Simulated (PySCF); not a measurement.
**C₃H₈Si₂: electronic excitations and core binding energies**

Aim: predict the electronic excitations and core binding energies of C₃H₈Si₂ (`[SiH3][SiH2]C1C=C1`).

The runs use PySCF 2.14.0, with density-fitted response routines of our own; the level of theory stands in each step. All values are computed, except where a source is named. Atoms are numbered from 0 throughout.

### Step 1. The molecule as given

13 atoms, charge 0, multiplicity 1; geometry from: GFN2-xTB.

Bonds of the start (Å): Si0–Si1 2.31, Si1–C2 1.89, C2–C3 1.51, C3–C4 1.29, C4–C2 1.51, Si0–H5 1.47, Si0–H6 1.47, Si0–H7 1.47, Si1–H8 1.47, Si1–H9 1.47, C2–H10 1.09, C3–H11 1.06, C4–H12 1.06.

### Step 2. Excited states and response: B3LYP/def2-SVPD

Job settings and geometry (Å):

```
{"job": {"kind": "uv", "xc": "B3LYP", "basis": "def2-SVPD", "nstates": 8, "ntriplets": 3}, "charge": 0, "multiplicity": 1}
Si     1.913693     0.576406     0.156012
Si     0.461036    -0.949537    -0.780925
C     -1.307680    -0.574430    -0.226232
C     -1.595298     0.093448     1.100927
C     -1.764307     0.839701     0.058060
H      3.256522     0.509643    -0.426000
H      2.086621     0.382443     1.599206
H      1.462517     1.961625    -0.011770
H      0.751044    -2.341747    -0.400615
H      0.471378    -0.941352    -2.253161
H     -2.075822    -1.259223    -0.592808
H     -1.626453    -0.058156     2.151197
H     -2.037638     1.761666    -0.391619
```

With the program's defaults for keys left out, this is: TDDFT B3LYP/def2-SVPD, vertical, gas phase, core orbitals frozen in the response.

Run with:

```bash
$ OMP_NUM_THREADS=1 python probes_run.py task.json out
```

The driver reads the jobs from task.json and runs them one after another.

What it wrote:

```text
coarse grid: 11472 points
cycle   1  E = -697.6580104643  dE =  3.632e-01  |g| = 3.170e-01  |ddm| = 4.999e+00
cycle   2  E = -697.6460526836  dE =  1.196e-02  |g| = 3.805e-01  |ddm| = 1.066e+00
cycle   3  E = -697.6864751587  dE = -4.042e-02  |g| = 4.938e-02  |ddm| = 5.474e-01
cycle   4  E = -697.6870582282  dE = -5.831e-04  |g| = 1.962e-02  |ddm| = 1.007e-01
cycle   5  E = -697.6871560577  dE = -9.783e-05  |g| = 4.911e-03  |ddm| = 3.998e-02
cycle   6  E = -697.6871631689  dE = -7.111e-06  |g| = 9.291e-04  |ddm| = 1.101e-02
final grid: 100456 points
cycle   7  E = -697.7851110037  dE = -1.935e-05  |g| = 3.676e-03  |ddm| = 6.944e-02
cycle   8  E = -697.7851079369  dE =  3.067e-06  |g| = 5.017e-03  |ddm| = 1.337e-02
cycle   9  E = -697.7851149446  dE = -7.008e-06  |g| = 8.304e-04  |ddm| = 7.287e-03
cycle  10  E = -697.7851151221  dE = -1.775e-07  |g| = 1.633e-04  |ddm| = 1.184e-03
cycle  11  E = -697.7851151282  dE = -6.157e-09  |g| = 6.066e-05  |ddm| = 2.812e-04
cycle  12  E = -697.7851151292  dE = -1.011e-09  |g| = 1.638e-05  |ddm| = 1.026e-04
cycle  13  E = -697.7851151293  dE = -7.287e-11  |g| = 3.903e-06  |ddm| = 3.416e-05
converged SCF energy = -697.7851151293

Static polarisability (au): isotropic 89.233, principal 79.638 92.581 95.481

Singlet excitations
state   eV       nm        f      main configurations
  1   5.2478    236.3   0.02066   H->L 0.96
  2   5.9110    209.8   0.01366   H->L+1 0.97
  3   6.1195    202.6   0.00423   H-1->L 0.75, H-2->L 0.18
  4   6.3113    196.4   0.00330   H->L+2 0.85, H->L+3 0.12
  5   6.3623    194.9   0.00151   H->L+3 0.84, H->L+2 0.11
  6   6.5949    188.0   0.00164   H-2->L 0.77, H-1->L 0.18
  7   6.6762    185.7   0.04809   H->L+4 0.93
  8   6.8615    180.7   0.00520   H->L+5 0.92

Triplet excitations (Tamm-Dancoff, eV): 3.6804 5.6030 5.7312
```

It took 35 s on 1 thread of Arm Neoverse N1, shared host; peak memory 0.7 GiB.

Frontier orbitals and where they lie:

| orbital | eV | atoms |
| --- | --- | --- |
| HOMO−3 | -9.27 | Si0 27 %, H7 17 %, H6 14 % |
| HOMO−2 | -8.23 | Si1 28 %, Si0 25 %, H8 12 % |
| HOMO−1 | -8.20 | C2 25 %, Si1 16 %, C3 14 % |
| HOMO | -6.76 | C3 24 %, C4 24 %, C2 22 % |
| LUMO | -0.76 | C4 32 %, C3 31 %, C2 8 % |
| LUMO+1 | 0.01 | Si1 28 %, Si0 24 %, H8 10 % |
| LUMO+2 | 0.36 | Si0 38 %, Si1 18 %, H6 15 % |

With each of the 8 states as a Gaussian band of 0.4 eV half-width at 1/e, the curve within the window shown has maxima at 234 nm (ε 880), 186 nm (ε 2,300) L/(mol cm). Beyond the last state computed it falls off for lack of states. The curve at chosen wavelengths:

```json
{"nm": "173", "ε (L/mol/cm)": "579"}
{"nm": "177", "ε (L/mol/cm)": "1236"}
{"nm": "180", "ε (L/mol/cm)": "1774"}
{"nm": "184", "ε (L/mol/cm)": "2250"}
{"nm": "188", "ε (L/mol/cm)": "2259"}
{"nm": "192", "ε (L/mol/cm)": "1910"}
{"nm": "195", "ε (L/mol/cm)": "1583"}
{"nm": "199", "ε (L/mol/cm)": "1236"}
{"nm": "203", "ε (L/mol/cm)": "1032"}
{"nm": "206", "ε (L/mol/cm)": "941"}
{"nm": "210", "ε (L/mol/cm)": "850"}
{"nm": "214", "ε (L/mol/cm)": "773"}
{"nm": "218", "ε (L/mol/cm)": "727"}
{"nm": "221", "ε (L/mol/cm)": "727"}
{"nm": "225", "ε (L/mol/cm)": "769"}
{"nm": "229", "ε (L/mol/cm)": "833"}
{"nm": "233", "ε (L/mol/cm)": "876"}
{"nm": "236", "ε (L/mol/cm)": "874"}
{"nm": "240", "ε (L/mol/cm)": "817"}
{"nm": "244", "ε (L/mol/cm)": "707"}
{"nm": "247", "ε (L/mol/cm)": "604"}
{"nm": "251", "ε (L/mol/cm)": "459"}
{"nm": "255", "ε (L/mol/cm)": "327"}
{"nm": "259", "ε (L/mol/cm)": "219"}
{"nm": "262", "ε (L/mol/cm)": "157"}
{"nm": "266", "ε (L/mol/cm)": "96"}
```

Ground-state properties from the same run:

| property | computed |
| --- | --- |
| dipole moment (D) | 1.21 |
| polarisability (Å³) | 13.22 |
| HOMO–LUMO gap (eV) | 6.01 |
| −ε(HOMO) (eV) | 6.76 |

### Step 3. Core holes by ΔSCF: SCAN, X2C

The job, as its differences from that of step 2:

```diff
@@ -1,2 +1,2 @@
-{"job": {"kind": "uv", "xc": "B3LYP", "basis": "def2-SVPD", "nstates": 8, "ntriplets": 3}, "charge": 0, "multiplicity": 1}
+{"job": {"kind": "xps"}, "charge": 0, "multiplicity": 1}
 Si     1.913693     0.576406     0.156012
```

Level: delta-SCF UKS SCAN, pcX-2 on the ionised atom, pcseg-1 elsewhere, spin-free X2C.

What it wrote:

```text
ground state, core basis on atom 0 (Si), 160 functions
  cycle   1  E = -699.09839387  |g| = 3.70e-01
  cycle   2  E = -699.06768214  |g| = 4.90e-01
  cycle   3  E = -699.13686862  |g| = 6.13e-02
  cycle   4  E = -699.13782430  |g| = 2.63e-02
  cycle   5  E = -699.13800240  |g| = 7.04e-03
  cycle   6  E = -699.13801459  |g| = 1.74e-03
  cycle   7  E = -699.13801697  |g| = 1.36e-03
  cycle   8  E = -699.13801604  |g| = 3.92e-04
  E(ground) = -699.16460951 Eh
hole in Si 1s of atom 0
  cycle   1  E = -630.22766257  |g| = 4.35e+00
  cycle   2  E = -629.26000047  |g| = 2.36e+00
  cycle   3  E = -627.46480584  |g| = 1.68e+00
  cycle   4  E = -630.57017647  |g| = 9.33e-01
  cycle   5  E = -631.27023235  |g| = 1.98e-01
  cycle   6  E = -631.28272770  |g| = 1.24e-01
  cycle   7  E = -631.29261518  |g| = 4.02e-02
  cycle   8  E = -631.29345608  |g| = 1.32e-02
  cycle   9  E = -631.29352672  |g| = 8.47e-03
  cycle  10  E = -631.29356298  |g| = 3.02e-03
  cycle  11  E = -631.29356757  |g| = 5.84e-04
  cycle  12  E = -631.29356696  |g| = 1.94e-04
  E(ion) = -631.32740824 Eh   <S^2> = 0.7522   hole on atom = 1.000   binding energy = 1845.944 eV
hole in Si 2p of atom 0
  cycle   1  E = -694.88360944  |g| = 1.23e+00
  cycle   2  E = -694.48546951  |g| = 1.22e+00
  cycle   3  E = -695.12878664  |g| = 3.33e-01
  cycle   4  E = -695.20342006  |g| = 1.36e-01
  cycle   5  E = -695.21132716  |g| = 6.52e-02
  cycle   6  E = -695.21369962  |g| = 1.12e-02
  cycle   7  E = -695.21374763  |g| = 6.71e-03
  cycle   8  E = -695.21376641  |g| = 3.28e-03
  cycle   9  E = -695.21377493  |g| = 8.79e-04
  cycle  10  E = -695.21377398  |g| = 1.91e-04
  E(ion) = -695.25144565 Eh   <S^2> = 0.7522   hole on atom = 1.002   binding energy = 106.483 eV
  2p3/2 = 106.285 eV   2p1/2 = 106.908 eV
ground state, core basis on atom 1 (Si), 160 functions
  cycle   1  E = -699.13933398  |g| = 2.86e-01
  cycle   2  E = -699.13944118  |g| = 2.96e-02
  cycle   3  E = -699.13944893  |g| = 2.14e-02
  cycle   4  E = -699.13954049  |g| = 8.11e-03
  cycle   5  E = -699.13955620  |g| = 2.48e-03
  cycle   6  E = -699.13955822  |g| = 4.57e-04
  E(ground) = -699.16648177 Eh
hole in Si 1s of atom 1
  cycle   1  E = -630.23099963  |g| = 4.35e+00
  cycle   2  E = -630.10249619  |g| = 2.23e+00
  cycle   3  E = -630.75467395  |g| = 8.84e-01
  cycle   4  E = -631.24253916  |g| = 3.13e-01
  cycle   5  E = -631.29820473  |g| = 1.11e-01
  cycle   6  E = -631.30362595  |g| = 4.06e-02
  cycle   7  E = -631.30442230  |g| = 1.51e-02
  cycle   8  E = -631.30454717  |g| = 4.21e-03
  cycle   9  E = -631.30455702  |g| = 1.67e-03
  cycle  10  E = -631.30455872  |g| = 7.07e-04
  cycle  11  E = -631.30455840  |g| = 1.98e-04
  E(ion) = -631.33887572 Eh   <S^2> = 0.7523   hole on atom = 1.000   binding energy = 1845.683 eV
hole in Si 2p of atom 1
  cycle   1  E = -694.88832286  |g| = 1.24e+00
  cycle   2  E = -694.57329353  |g| = 1.23e+00
  cycle   3  E = -695.15027056  |g| = 3.23e-01
  cycle   4  E = -695.21833890  |g| = 1.05e-01
  cycle   5  E = -695.22359146  |g| = 4.42e-02
  cycle   6  E = -695.22470221  |g| = 9.74e-03
  cycle   7  E = -695.22474181  |g| = 4.93e-03
  cycle   8  E = -695.22475448  |g| = 1.12e-03
  cycle   9  E = -695.22475465  |g| = 6.83e-04
  cycle  10  E = -695.22475673  |g| = 3.33e-04
  E(ion) = -695.26299058 Eh   <S^2> = 0.7525   hole on atom = 1.002   binding energy = 106.219 eV
  2p3/2 = 106.020 eV   2p1/2 = 106.642 eV
ground state, core basis on atom 2 (C), 149 functions
  cycle   1  E = -699.04817489  |g| = 6.19e-02
  cycle   2  E = -699.04815465  |g| = 2.81e-02
  cycle   3  E = -699.04826656  |g| = 2.13e-02
  cycle   4  E = -699.04838531  |g| = 5.75e-03
  cycle   5  E = -699.04839472  |g| = 1.22e-03
  cycle   6  E = -699.04839660  |g| = 4.86e-04
  E(ground) = -699.11660931 Eh
hole in C 1s of atom 2
  cycle   1  E = -687.78837994  |g| = 1.52e+00
  cycle   2  E = -686.79275608  |g| = 2.03e+00
  cycle   3  E = -688.30815473  |g| = 3.87e-01
  cycle   4  E = -688.36602138  |g| = 1.35e-01
  cycle   5  E = -688.37418382  |g| = 4.21e-02
  cycle   6  E = -688.37510003  |g| = 8.32e-03
  cycle   7  E = -688.37514363  |g| = 5.45e-03
  cycle   8  E = -688.37515638  |g| = 4.14e-03
  cycle   9  E = -688.37516635  |g| = 1.75e-03
  cycle  10  E = -688.37516998  |g| = 4.40e-04
  E(ion) = -688.44164215 Eh   <S^2> = 0.7747   hole on atom = 1.000   binding energy = 290.481 eV
ground state, core basis on atom 3 (C), 149 functions
  cycle   1  E = -699.04900709  |g| = 5.80e-02
  cycle   2  E = -699.04875978  |g| = 3.56e-02
  cycle   3  E = -699.04850862  |g| = 4.67e-02
  cycle   4  E = -699.04907622  |g| = 5.88e-03
  cycle   5  E = -699.04908379  |g| = 5.58e-04
  cycle   6  E = -699.04908578  |g| = 1.56e-04
  E(ground) = -699.11804729 Eh
hole in C 1s of atom 3
  cycle   1  E = -687.77965870  |g| = 1.51e+00
  cycle   2  E = -685.60018686  |g| = 2.23e+00
  cycle   3  E = -688.08915456  |g| = 6.33e-01
  cycle   4  E = -688.27220933  |g| = 4.34e-01
  cycle   5  E = -688.34491117  |g| = 2.04e-01
  cycle   6  E = -688.36420915  |g| = 3.12e-02
  cycle   7  E = -688.36494322  |g| = 1.32e-02
  cycle   8  E = -688.36511398  |g| = 7.36e-03
  cycle   9  E = -688.36517547  |g| = 4.89e-03
  cycle  10  E = -688.36522207  |g| = 3.09e-03
  cycle  11  E = -688.36524562  |g| = 1.45e-03
  cycle  12  E = -688.36524960  |g| = 6.91e-04
  cycle  13  E = -688.36525167  |g| = 2.99e-04
  E(ion) = -688.43297754 Eh   <S^2> = 0.8318   hole on atom = 1.000   binding energy = 290.756 eV
```

It took 97 s on 1 thread of Arm Neoverse N1, shared host; peak memory 0.51 GiB.

The holes in one table. −ε is the ground-state orbital energy:

| hole | stands for | environment | ΔSCF (eV; 2p as the shell's mean) | −ε (eV) | ⟨S²⟩ |
| --- | --- | --- | --- | --- | --- |
| Si1s on Si0 | Si0 | silicon bonded to Si, 3 H | 1845.94 | 1792.9 | 0.752 |
| Si2p on Si0 | Si0 | silicon bonded to Si, 3 H | 106.49 | 95.9 | 0.752 |
| Si1s on Si1 | Si1 | silicon bonded to C, Si, 2 H | 1845.68 | 1792.9 | 0.752 |
| Si2p on Si1 | Si1 | silicon bonded to C, Si, 2 H | 106.23 | 95.8 | 0.752 |
| C1s on C2 | C2 | three-membered-ring carbon | 290.48 | 274.0 | 0.775 |
| C1s on C3 | C3, C4 | alkene CH | 290.76 | 274.3 | 0.832 |

Each hole run stands for the others of its class of like atoms.

With the spin-orbit splitting: Si0 2p3/2 106.28, 2p1/2 106.91 eV; Si1 2p3/2 106.02, 2p1/2 106.64 eV. The table gives each 2p level as the mean over the whole 2p shell (two parts 2p3/2, one part 2p1/2), which differs a little from the single hole in the log.

### Step 4. Results

| quantity | value |
| --- | --- |
| lowest singlet (B3LYP/def2-SVPD) | 5.25 eV (236 nm), f = 0.021 |
| brightest single state of those computed | state 7, 6.68 eV, f = 0.048 |
| lowest triplet | 3.68 eV |
| Si1s binding energies, SCAN/pcX-2 | Si0 1845.94, Si1 1845.68 eV |
| Si2p binding energies, SCAN/pcX-2 | Si0 106.49, Si1 106.23 eV |
| C1s binding energies, SCAN/pcX-2 | C3 290.76, C2 290.48 eV |

The first singlet state (HOMO→LUMO 0.96) lies at 5.25 eV and is weak; of the 8 states computed, the strongest absorption comes from state 7 at 6.68 eV. The lowest triplet lies 1.57 eV below the lowest singlet (triplets in Tamm-Dancoff, singlets in full TDDFT). Si0 (silicon bonded to Si, 3 H) binds its Si1s electron 0.26 eV more tightly than Si1 (silicon bonded to C, Si, 2 H). Si0 (silicon bonded to Si, 3 H) binds its Si2p electron 0.27 eV more tightly than Si1 (silicon bonded to C, Si, 2 H). C3 (alkene CH) binds its C1s electron 0.27 eV more tightly than C2 (three-membered-ring carbon).
